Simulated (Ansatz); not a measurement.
# YTe: a tetragonal deformation path

One table from this session's results is given with a row withheld; the runs are named, their logs left out.

Method: DFT PBEsol, scalar-relativistic, plane waves, PAW, in Ansatz 0.2.0.

## The system as given

The structure is cubic, space group Fm-3m (No. 225). The conventional cell has a = 6.095 Å, b = 6.095 Å, c = 6.095 Å, α = 90.00°, β = 90.00°, γ = 90.00°. Y (site symmetry m-3m) is surrounded by 6 Te at 3.05 Å. Te (site symmetry m-3m) is surrounded by 6 Y at 3.05 Å.

Coordinates:

```cif
data_structure
_symmetry_space_group_name_H-M 'P 1'
_symmetry_Int_Tables_number 1
_cell_length_a 4.3098
_cell_length_b 4.3098
_cell_length_c 4.3098
_cell_angle_alpha 60.000
_cell_angle_beta 60.000
_cell_angle_gamma 60.000
_cell_volume 56.61
loop_
_atom_site_label
_atom_site_type_symbol
_atom_site_fract_x
_atom_site_fract_y
_atom_site_fract_z
_atom_site_occupancy
Y1 Y 0.00000 0.00000 0.00000 1
Te1 Te 0.50000 0.50000 0.50000 1
```

The cell is taken as given, not relaxed at this level.

## The reference cell

The reference gives a free energy of -10699.3472 eV, pressure -0.49 GPa, largest force 0.000 eV/Å and gap on the mesh none (metal). It was computed beforehand with the settings of the runs below.

Set-up of the first run:

At fixed volume and fractional coordinates, lengths along (0.000, 0.000, 1.000) are scaled against those across it; ρ is that ratio over its starting value.

Contents of input.yaml:

```yaml
crystal:
  lattice:
    - [0.0, 3.4208752979, 2.4185588357]
    - [3.4208752979, 0.0, 2.4185588357]
    - [3.4208752979, 3.4208752979, 0.0]
  atoms:
    - { symbol: "Y", position: [0.0, 0.0, 0.0] }
    - { symbol: Te, position: [0.5, 0.5, 0.5] }
basis:
  ecutwfc: 420
kpoints:
  mp_grid: { grid: [16, 16, 16] }
hamiltonian:
  xc: pbesol
scf:
  occupations: { method: gaussian, width: 0.15 }
output:
  forces: true
  stress: true
  eigenvalues: true
```

Run with:

```
$ ansatz run input.yaml --threads 1 --pin off --max-ram 2560MiB --backend cpu --events-out ev --progress --plain --runs-dir out
```

Steps of the session up to this table: ρ = 0.707; At ρ = 1.414; At ρ = 0.850; ρ = 1.200; At ρ = 0.780; At ρ = 1.300; At ρ = 0.920; Point ρ = 1.100; Point ρ = 0.650; Point ρ = 1.500; ρ = 0.960; Point ρ = 1.050.

One table of the session follows, with a row left open; its other results are not shown here.

```
    ρ  ΔE (meV/atom)  pressure (GPa)
0.650         3208.6            44.7
0.707         1836.6            28.9
0.780          809.1            13.9
0.850          304.4             5.3
0.920           71.5             0.9
0.960           16.1            -0.2
1.000            0.0            -0.5
1.050              ?               ?
1.100           75.6             1.2
1.200          249.7             5.3
1.300          486.1            10.7
1.414          821.4            17.9
1.500         1117.3            23.9
```

**Question.** Estimate the row for ρ = 1.050.

Worked estimate for «ΔE (meV/atom)». A straight line through the neighbours (1.000, 0.0) and (1.100, 75.6) gives 0.0 + (75.6 − 0.0) × (1.050 − 1.000) / (1.100 − 1.000) = 37.8; a parabola fitted to 4 rows on both sides gives 25.0.

As computed: ΔE (meV/atom): 20.9; pressure (GPa): 0.0. In «ΔE (meV/atom)» the line misses by +16.9 and the parabola by +4.1.
